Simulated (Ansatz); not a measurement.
# CH₅AlBrGa: up Jacob's ladder to CCSD(T)

An exercise on one series of results from a longer session: the logs are not shown, and one member is left open.

The runs use Ansatz 0.2.0, Gaussian basis; functionals in def2-TZVPP, the program's frozen cores in correlated methods.

The runs, in order: LDA (SPW92), PBE-D4, revPBE-D4, BLYP-D4, r2SCAN-D4, B97M-V, PBE0-D4, B3LYP-D4, r2SCANh-D4, r2SCAN0-D4, HSE06-D4, BHLYP-D4, CAM-B3LYP-D4, LC-ωPBE, ωB97X-V, ωB97M-V, B2PLYP, PBE-QIDH; CCSD(T)/def2-SVP; CCSD(T)/def2-TZVPP; MP2/def2-QZVPP; extrapolation to the limit; RPA on PBE.

## The geometry

All runs share one geometry, relaxed beforehand with PBE0-D4 in a triple-zeta def2 set.

9 atoms, charge 0, spin multiplicity 1.

Atoms are counted from 1 here; the program's logs count them from 0.

Bond lengths: C1–Al2 1.947 Å, C1–H5 1.095 Å, C1–H6 1.093 Å, C1–H7 1.095 Å, Al2–Ga3 2.510 Å, Al2–Br4 2.286 Å, Ga3–H8 1.578 Å, Ga3–H9 1.578 Å. Angles: Al2–C1–H5 110.2°, Al2–C1–H6 113.0°, Al2–C1–H7 110.2°, H5–C1–H6 108.3°, H5–C1–H7 106.8°, H6–C1–H7 108.2°, C1–Al2–Ga3 132.1°, C1–Al2–Br4 115.6°, Ga3–Al2–Br4 112.3°, Al2–Ga3–H8 122.2°, Al2–Ga3–H9 122.2°, H8–Ga3–H9 115.6°.

The first run:

Input file in.yaml:

```yaml
crystal:
  periodic: [false, false, false]
  atoms:
    - {symbol: C, position_ang: [-0.208002, 1.606076, -0.843132]}
    - {symbol: Al, position_ang: [-0.289569, -0.283235, -0.381412]}
    - {symbol: Ga, position_ang: [0.646952, -1.584048, 1.550500]}
    - {symbol: Br, position_ang: [-1.444455, -1.609602, -1.842178]}
    - {symbol: H, position_ang: [-1.218651, 2.018393, -0.927184]}
    - {symbol: H, position_ang: [0.344638, 2.200746, -0.111920]}
    - {symbol: H, position_ang: [0.268807, 1.735327, -1.820160]}
    - {symbol: H, position_ang: [2.069956, -2.263215, 1.495862]}
    - {symbol: H, position_ang: [-0.169675, -1.820442, 2.879634]}
basis:
  gaussian: {orbitals: def2-TZVPP}
hamiltonian: {xc: lda}
output: {orbitals: {seedname: orbitals}}
```

Started as:

```bash
ansatz run in.yaml --threads 2 --pin off --events-out ev --progress --plain --max-ram 22528MiB --backend cpu
```

Among the steps run: LDA; PBE-D4 (GGA); revPBE-D4 (GGA); BLYP-D4 (GGA); r2SCAN-D4 (meta-GGA); B97M-V (meta-GGA); B3LYP-D4 (hybrid); r2SCANh-D4 (hybrid); r2SCAN0-D4 (hybrid); HSE06-D4 (hybrid); BHLYP-D4 (hybrid); CAM-B3LYP-D4 (range-separated); LC-ωPBE (range-separated); ωB97X-V (range-separated); ωB97M-V (range-separated); B2PLYP (double hybrid); PBE-QIDH (double hybrid).

One of the session's tables, all rows but one given; the rest of the session is left out.

It belongs to the step «Frontier levels by functional». 

| functional | HOMO (eV) | LUMO (eV) | gap (eV) |
| --- | --- | --- | --- |
| LDA (SPW92) | -6.07 | -3.25 | 2.82 |
| PBE-D4 | -5.95 | -2.98 | 2.96 |
| revPBE-D4 | -5.90 | -2.86 | 3.04 |
| BLYP-D4 | -5.81 | -2.89 | 2.92 |
| r2SCAN-D4 | -6.19 | -2.78 | 3.42 |
| B97M-V | -6.25 | -2.95 | 3.30 |
| PBE0-D4 | -6.99 | -2.21 | 4.77 |
| B3LYP-D4 | -6.80 | -2.44 | 4.36 |
| r2SCANh-D4 | -6.57 | -2.51 | 4.07 |
| r2SCAN0-D4 | -7.14 | -2.11 | 5.04 |
| HSE06-D4 | -6.60 | -2.58 | 4.02 |
| BHLYP-D4 | -7.92 | -1.44 | 6.48 |
| CAM-B3LYP-D4 | -8.21 | -1.29 | 6.93 |
| LC-ωPBE | ? | ? | ? |
| ωB97X-V | -9.16 | -0.29 | 8.87 |
| ωB97M-V | -8.95 | -0.51 | 8.44 |

**Question.** Estimate the row for LC-ωPBE.

**Answer.** HOMO (eV): -9.48; LUMO (eV): -0.15; gap (eV): 9.33. In the column «HOMO (eV)» it is the lowest.
